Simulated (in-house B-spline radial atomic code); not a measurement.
# Mg⁺: a test of the spline order

How far can the spline order be changed before the Mg⁺ run goes wrong?

The numbers are computed with in-house B-spline radial atomic code version 1 (non-relativistic Hartree-Fock, average of configuration, point nucleus, basis-set limit), except any that are marked as measured or tabulated.

### 1 The system

```
element       : magnesium (Z = 12)
charge        : +1
electrons     : 11
configuration : [Ne] 3s1
Hamiltonian   : non-relativistic
nucleus       : point
```

Outer shells as boxes (Hund's rule):

[Ne] 3s1
```
[Ne] core
3s [↑ ]
```

The boxes draw the filling by Hund's rule, which heavy ions in jj coupling don't follow; these runs average over all states of the configuration.

A run counts as converged when the orbital gradient is under the tolerance times 12 hartree (or under the basis's noise floor) and the energy moved by less than 1e-8 hartree times the root of its size. Energy differences under 6e-07 hartree are noise.

### 2 Reference run with standard settings

Settings of the run:

```ini
Z = 12
electrons = 11.0
configuration = [Ne] 3s1
hamiltonian = nr
method = hf
spin_polarised = False
knot_spacing = 0.22
spline_order = 8
gauss_points = 12
box_radius = 35.29
max_iterations = 70
damping = 0.5
damped_steps = 3
diis_vectors = 10
tolerance = 1e-08
start = Thomas-Fermi
```

On the command line:

```bash
> python run_scf.py task.json out
```

task.json lists these runs, among others, and the program works through them in turn.

### 3 Spline order 3

The settings differ from step 2 so:

```diff
@@ -7,3 +7,3 @@
 knot_spacing = 0.22
-spline_order = 8
+spline_order = 3
 gauss_points = 12
```

### 4 Spline order 4

The settings differ from step 3 so:

```diff
@@ -7,3 +7,3 @@
 knot_spacing = 0.22
-spline_order = 3
+spline_order = 4
 gauss_points = 12
```

### 5 Spline order 5

The settings differ from step 4 so:

```diff
@@ -7,3 +7,3 @@
 knot_spacing = 0.22
-spline_order = 4
+spline_order = 5
 gauss_points = 12
```

### 6 Spline order 6

The settings differ from step 5 so:

```diff
@@ -7,3 +7,3 @@
 knot_spacing = 0.22
-spline_order = 5
+spline_order = 6
 gauss_points = 12
```

### 7 Spline order 7

The settings differ from step 6 so:

```diff
@@ -7,3 +7,3 @@
 knot_spacing = 0.22
-spline_order = 6
+spline_order = 7
 gauss_points = 12
```

### 8 Spline order 10

The settings differ from step 7 so:

```diff
@@ -7,3 +7,3 @@
 knot_spacing = 0.22
-spline_order = 7
+spline_order = 10
 gauss_points = 12
```

Which of these runs converge to the reference energy, which miss it and by about how much, and which fail?

As calculated:

| run | outcome | iterations | energy less the reference (hartree) |
| --- | --- | --- | --- |
| reference | converged | 9 | 0 |
| spline order 3 | converged | 9 | +0.00319 |
| spline order 4 | converged | 9 | +4.11e-05 |
| spline order 5 | converged | 9 | +1e-06 |
| spline order 6 | converged | 9 | below noise |
| spline order 7 | converged | 9 | below noise |
| spline order 10 | converged | 9 | below noise |

**Reading.** Of 6 changed inputs, 4 gave the reference energy within 1e-05 hartree and 2 converged to another value. The worst converged miss is +0.00319 hartree (spline order 3): splines of so low an order are too stiff.
